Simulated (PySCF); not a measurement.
# BNH3OF (SMILES NB(O)F): a chain of runs

Aim: a geometry optimisation (PBE38-D3(0)/4-31G), then vibrational wavenumbers, then the energy (MP2/def2-TZVPD), then energy and one-electron properties (TPSS-D3(0)/dyall-v2z) of BNH3OF. The job is set up through a Python script.

Program for the calculation: PySCF 2.14.0.

### Step 1. The molecule

BNH3OF has 7 atoms, charge 0, and is taken as a singlet. As SMILES, `NB(O)F`. All atoms were displaced at random from a relaxed shape. The run starts from this shape.

Bond lengths: N1–B2 1.325 Å, B2–O3 1.420 Å, B2–F4 1.331 Å, N1–H5 0.858 Å, N1–H6 1.016 Å, O3–H7 0.938 Å. Angles: N1–B2–O3 128.7°, N1–B2–F4 124.9°, O3–B2–F4 106.4°, B2–N1–H5 116.1°, B2–N1–H6 122.3°, B2–O3–H7 106.7°, H5–N1–H6 118.5°.

### Step 2. A structure relaxation at PBE38-D3(0)/4-31G (density fitting, Cartesian functions) (run 1)

mol.xyz reads:

```xyz
7

N     -0.459101     0.812833    -0.142866
B      0.011576    -0.417258    -0.286838
O      1.052093    -1.059934     0.435437
F     -0.464781    -1.318883    -1.142827
H     -1.193015     0.987339    -0.552491
H     -0.177188     1.414911     0.625259
H      1.542264    -0.382807     0.860585
```

calc.py reads:

```python
from pyscf import gto, dft
from pyscf.geomopt.geometric_solver import kernel as optimise

system = gto.M(
    atom='mol.xyz',
    charge=0,
    verbose=3,
    cart=True,
    basis='4-31g',
    max_memory=1860,
)

ks = dft.RKS(system, xc='pbe38')
ks = ks.density_fit()
ks.disp = 'd3zero'
converged, mol_eq = optimise(ks, maxsteps=100, convergence_set='GAU_TIGHT')
print('converged:', converged)
print(mol_eq.tostring())

ks.reset(mol_eq)
system = mol_eq
ks.kernel()
e_tot = ks.e_tot
print('E = %.10f Eh' % e_tot)
```

The run is started by

```bash
OMP_NUM_THREADS=1 python calc.py
```

Log:

```text
convergence_set           GAU_TIGHT
[... 57 lines left out ...]
WARN: Even tempered Gaussians are generated as DF auxbasis for  N H O F B
[... 310 lines left out ...]
converged SCF energy = -256.038954946933
[... 335 lines left out ...]
converged SCF energy = -256.038964701746
[... 311 lines left out ...]
WARN: Even tempered Gaussians are generated as DF auxbasis for  N H O F B
[... 348 lines left out ...]
WARN: Even tempered Gaussians are generated as DF auxbasis for  N H O F B
[... 348 lines left out ...]
WARN: Even tempered Gaussians are generated as DF auxbasis for  N H O F B
[... 347 lines left out ...]
WARN: Even tempered Gaussians are generated as DF auxbasis for  N H O F B
[... 334 lines left out ...]
Converged! =D
[... 1 line left out ...]
converged: True
N          -0.49844359        0.69357927       -0.13652147
B           0.15167869       -0.54328991       -0.24282054
O           1.25160944       -0.93383592        0.47333079
F          -0.33888700       -1.45391149       -1.13325012
H          -1.30071433        0.89779021       -0.70207169
H          -0.22233771        1.43014888        0.48279085
H           1.65741986       -0.35121075        1.12037808

WARN: Even tempered Gaussians are generated as DF auxbasis for  N H O F B

converged SCF energy = -256.038964296516
E = -256.0389642965 Eh
```

It took 7.8 min on 1 thread of Intel Xeon at 2.50GHz (Skylake/Cascade Lake), shared host; peak memory 0.47 GiB.

The path in brief:

```tsv
step	energy from the first frame kept (eV)	largest force (eV/Å)
0	0.0000	11.5200
4	-1.2309	0.3318
8	-1.2363	0.0216
12	-1.2365	0.0098
16	-1.2366	0.0178
20	-1.2366	0.0062
24	-1.2367	0.0035
28	-1.2367	0.0047
32	-1.2367	0.0044
36	-1.2367	0.0042
40	-1.2367	0.0041
44	-1.2367	0.0040
48	-1.2367	0.0039
52	-1.2367	0.0037
56	-1.2367	0.0037
60	-1.2367	0.0035
64	-1.2367	0.0035
68	-1.2367	0.0034
72	-1.2367	0.0033
76	-1.2367	0.0033
80	-1.2367	0.0033
81	-1.2367	0.0033
```

After the run. Bond lengths: N1–B2 1.401 Å, B2–O3 1.369 Å, B2–F4 1.365 Å, N1–H5 1.003 Å, N1–H6 1.001 Å, O3–H7 0.961 Å. Angles: N1–B2–O3 125.8°, N1–B2–F4 118.1°, O3–B2–F4 116.1°, B2–N1–H5 120.5°, B2–N1–H6 124.6°, B2–O3–H7 121.2°, H5–N1–H6 114.8°.

### Step 3. The harmonic vibrations at PBE38-D3(0)/4-31G (density fitting, Cartesian functions) (run 2)

mol.xyz reads:

```xyz
7
BFH3NO
N     -0.631806     1.278072     0.143336
B      0.018317     0.041203     0.037036
O      1.118247    -0.349343     0.753188
F     -0.472249    -0.869418    -0.853393
H     -1.434076     1.482283    -0.422215
H     -0.355700     2.014642     0.762648
H      1.524058     0.233282     1.400235
```

run.py reads:

```python
# NB(O)F
import numpy
from pyscf import gto, dft, symm
from pyscf.hessian import thermo

mol = gto.Mole()
mol.atom = 'mol.xyz'
mol.cart = True
mol.verbose = 3
mol.basis = '4-31g'
mol.charge = 0
mol.max_memory = 1860
mol.build()

myscf = dft.RKS(mol, xc='pbe38')
myscf = myscf.density_fit()
myscf.disp = 'd3zero'
myscf.kernel()

e_final = myscf.e_tot
print(f'total energy: {e_final:.8f} hartree')
hess = myscf.Hessian().kernel()
modes = thermo.harmonic_analysis(mol, hess)
print('frequencies (1/cm)', numpy.round(modes['freq_wavenumber'], 1))
symm.geom.TOLERANCE = 1e-3  # for the symmetry number
th = thermo.thermo(myscf, modes['freq_au'], 800, 101325)
thermo.dump_thermo(mol, th)
```

The run is started by

```bash
OMP_NUM_THREADS=1 python run.py
```

Log:

```text
WARN: Even tempered Gaussians are generated as DF auxbasis for  N B H O F

converged SCF energy = -256.038964296172
total energy: -256.03896430 hartree

WARN: DFTD3 does not support analytical Hessian, using finite difference

WARN: Mole.unit (angstrom) is changed to Bohr

frequencies (1/cm) [ 393.6  393.9  462.4  547.   612.2  748.5  871.1  916.8  973.3 1479.8
 1511.8 1728.2 3700.5 3814.3 3890.9]
temperature 800.0000 [K]
pressure 101325.00 [Pa]
Rotational constants [GHz] 9.65899 9.43089 4.77179
Symmetry number 1
Zero-point energy (ZPE) 0.05022 [Eh]   131853.331 [J/mol]
                           tot       elec      trans        rot        vib
Entropy [J/mol/K]       371.355      0.000    180.902    113.218     77.235
Cv [J/mol/K]            105.649      0.000     12.472     12.472     80.705
Cp [J/mol/K]            113.963      0.000     20.786     12.472     80.705
Internal energy [J/mol]                      9977.352   9977.352 167497.329
Internal energy [Eh]   -255.96757  -256.03896
Enthalpy [J/mol]                            16628.920   9977.352 167497.329
Enthalpy [Eh]          -255.96503
Gibbs free energy [J/mol]                  -128092.619 -80597.377 105709.612
Gibbs free energy [Eh] -256.07819
```

Wall time 57 s (1 thread of Intel Xeon at 2.50GHz (Skylake/Cascade Lake), shared host); peak memory 0.63 GiB.

### Step 4. The energy at MP2/def2-TZVPD (sfX2C, SS(V)PE chlorobenzene) (run 3)

job.py reads:

```python
# NB(O)F
from pyscf import gto, scf, mp, solvent

mol = gto.Mole()
mol.atom = '''
N   -0.498444   0.693579  -0.136521
B    0.151679  -0.543290  -0.242821
O    1.251609  -0.933836   0.473331
F   -0.338887  -1.453911  -1.133250
H   -1.300714   0.897790  -0.702072
H   -0.222338   1.430149   0.482791
H    1.657420  -0.351211   1.120378
'''
mol.spin = 0
mol.max_memory = 1860
mol.basis = 'def2-tzvpd'
mol.verbose = 4
mol.build()

mf = scf.RHF(mol)
mf = mf.x2c()
mf = mf.PCM()
mf.with_solvent.method = 'SS(V)PE'
mf.with_solvent.eps = 5.6968
mf.kernel()

pt = mp.MP2(mf, frozen=4).run()
energy = pt.e_tot
print('E(%s) = %.9f' % ('MP2', energy))
dip = mf.dip_moment()
pop, q = mf.mulliken_pop()
```

The run is started by

```bash
OMP_NUM_THREADS=1 python job.py
```

Log:

```text
PySCF version 2.14.0

[... 42 lines left out ...]
WARN: PCM is an experimental feature. It is still in testing.
[... 12 lines left out ...]
Solvent Energy = -0.017406539269895
[... 7 lines left out ...]
Solvent Energy = -0.0121578336353864
[... 7 lines left out ...]
Solvent Energy = -0.011918374569207
[... 7 lines left out ...]
Solvent Energy = -0.0119091140442885
[... 7 lines left out ...]
Solvent Energy = -0.0119091607023627
[... 7 lines left out ...]
Solvent Energy = -0.0119092213145853
[... 11 lines left out ...]
Dipole moment(X, Y, Z, Debye): -0.06811,  3.87911,  1.98356
[... 189 lines left out ...]
charge of    6H =      0.35433
```

It took 2.3 min on 1 thread of Intel Xeon at 2.50GHz (Skylake/Cascade Lake), shared host; peak memory 1.5 GiB.

### Step 5. Energy and one-electron properties at TPSS-D3(0)/dyall-v2z (sfX2C, density fitting with def2-universal-jkfit, COSMO water) (run 4)

geometry.xyz reads:

```xyz
7

N     -0.498444     0.693579    -0.136521
B      0.151679    -0.543290    -0.242821
O      1.251609    -0.933836     0.473331
F     -0.338887    -1.453911    -1.133250
H     -1.300714     0.897790    -0.702072
H     -0.222338     1.430149     0.482791
H      1.657420    -0.351211     1.120378
```

run.py reads:

```python
import numpy
from pyscf import gto, scf, dft, lo, solvent

system = gto.M(
    atom='geometry.xyz',
    basis='dyall-v2z',
    spin=0,
    max_memory=1860,
    verbose=4,
)

mf = dft.RKS(system)
mf.xc = 'tpss'
mf = mf.x2c()
mf = mf.density_fit(auxbasis='def2-universal-jkfit')
mf = mf.PCM()
mf.with_solvent.method = 'COSMO'
mf.with_solvent.eps = 78.3553
mf.disp = 'd3zero'
mf.kernel()

e_tot = mf.e_tot
print('Final energy', e_tot)
dip = mf.dip_moment()
pop, q = mf.mulliken_pop()
quad = mf.quad_moment()
occ = mf.mo_coeff[:, mf.mo_occ > 0]
iaos = lo.vec_lowdin(lo.iao.iao(system, occ), mf.get_ovlp())
c = iaos.T @ mf.get_ovlp() @ occ
pop_iao, q_iao = scf.hf.mulliken_pop(lo.iao.reference_mol(system), (c * mf.mo_occ[mf.mo_occ > 0]) @ c.T, numpy.eye(c.shape[0]), verbose=0)
print('IAO charges', numpy.round(q_iao, 4))
```

The run is started by

```bash
OMP_NUM_THREADS=1 python run.py
```

Log:

```text
PySCF version 2.14.0

[... 65 lines left out ...]
Solvent Energy = -0.00018189375193884
[... 9 lines left out ...]
Solvent Energy = -0.00803282655650336
[... 7 lines left out ...]
Solvent Energy = -0.015437065736939
[... 7 lines left out ...]
Solvent Energy = -0.015656923338558
[... 7 lines left out ...]
Solvent Energy = -0.0156779205360499
[... 7 lines left out ...]
Solvent Energy = -0.0156754518048381
[... 5 lines left out ...]
converged SCF energy = -256.948392379922
[... 1 line left out ...]
Dipole moment(X, Y, Z, Debye): -0.08842,  4.00504,  2.03349
[... 170 lines left out ...]
IAO charges [-0.64    0.5992 -0.5889 -0.3685  0.2982  0.3002  0.3997]
```

It took 2.3 min on 1 thread of Intel Xeon at 2.50GHz (Skylake/Cascade Lake), shared host; peak memory 0.62 GiB.

Atomic charges (e):

```tsv
atom	Mulliken	IAO
N1	-0.446	-0.640
B2	+0.379	+0.599
O3	-0.387	-0.589
F4	-0.268	-0.368
H5	+0.223	+0.298
H6	+0.221	+0.300
H7	+0.279	+0.400
```

### Step 6. Outcome

```
                                                                        quantity             value
                               run 1, PBE38-D3(0)/4-31G: total energy at the end     -256.03896 Eh
                                         run 1, PBE38-D3(0)/4-31G: dipole moment            4.44 D
                                           run 1, PBE38-D3(0)/4-31G: HOMO energy          -8.70 eV
                                           run 1, PBE38-D3(0)/4-31G: LUMO energy           2.41 eV
                                         run 1, PBE38-D3(0)/4-31G: HOMO–LUMO gap          11.11 eV
                                     run 1, PBE38-D3(0)/4-31G: dispersion energy      -3.69 kJ/mol
                            run 2, PBE38-D3(0)/4-31G: lowest harmonic wavenumber          394 cm⁻¹
                           run 2, PBE38-D3(0)/4-31G: highest harmonic wavenumber         3891 cm⁻¹
                                     run 2, PBE38-D3(0)/4-31G: zero-point energy      131.9 kJ/mol
run 2, PBE38-D3(0)/4-31G: ideal-gas entropy at 800 K (symmetry number 1 as used)  88.8 cal/(mol K)
                                             run 3, MP2/def2-TZVPD: total energy     -256.43399 Eh
                     run 3, MP2/def2-TZVPD: dipole moment (Hartree–Fock density)            4.36 D
                      run 3, MP2/def2-TZVPD: HOMO energy (Hartree–Fock orbitals)         -11.68 eV
                      run 3, MP2/def2-TZVPD: LUMO energy (Hartree–Fock orbitals)           1.26 eV
                    run 3, MP2/def2-TZVPD: HOMO–LUMO gap (Hartree–Fock orbitals)          12.94 eV
              run 3, MP2/def2-TZVPD: correlation energy (4 core orbitals frozen)        -793.0 mEh
                               run 3, MP2/def2-TZVPD: solvent term in the energy      -31.3 kJ/mol
                                       run 4, TPSS-D3(0)/dyall-v2z: total energy     -256.94839 Eh
                                      run 4, TPSS-D3(0)/dyall-v2z: dipole moment            4.49 D
                                        run 4, TPSS-D3(0)/dyall-v2z: HOMO energy          -6.45 eV
                                        run 4, TPSS-D3(0)/dyall-v2z: LUMO energy           0.47 eV
                                      run 4, TPSS-D3(0)/dyall-v2z: HOMO–LUMO gap           6.92 eV
                                  run 4, TPSS-D3(0)/dyall-v2z: dispersion energy      -4.98 kJ/mol
                         run 4, TPSS-D3(0)/dyall-v2z: solvent term in the energy      -41.2 kJ/mol
```

**Reading.** The optimisation (run 1, PBE38-D3(0)/4-31G) took 81 steps and changed the energy by -1.237 eV. Mulliken charges (run 1, PBE38-D3(0)/4-31G) run from -0.96 on N1 to +0.99 on B2. All 15 modes (run 2, PBE38-D3(0)/4-31G) are real, so the shape is a minimum at this level. Mulliken charges (run 2, PBE38-D3(0)/4-31G) run from -0.96 on N1 to +0.99 on B2. Mulliken charges (run 3, MP2/def2-TZVPD) of the mean-field density run from -0.64 on O3 to +0.66 on B2; in a basis this large or diffuse they mean little.
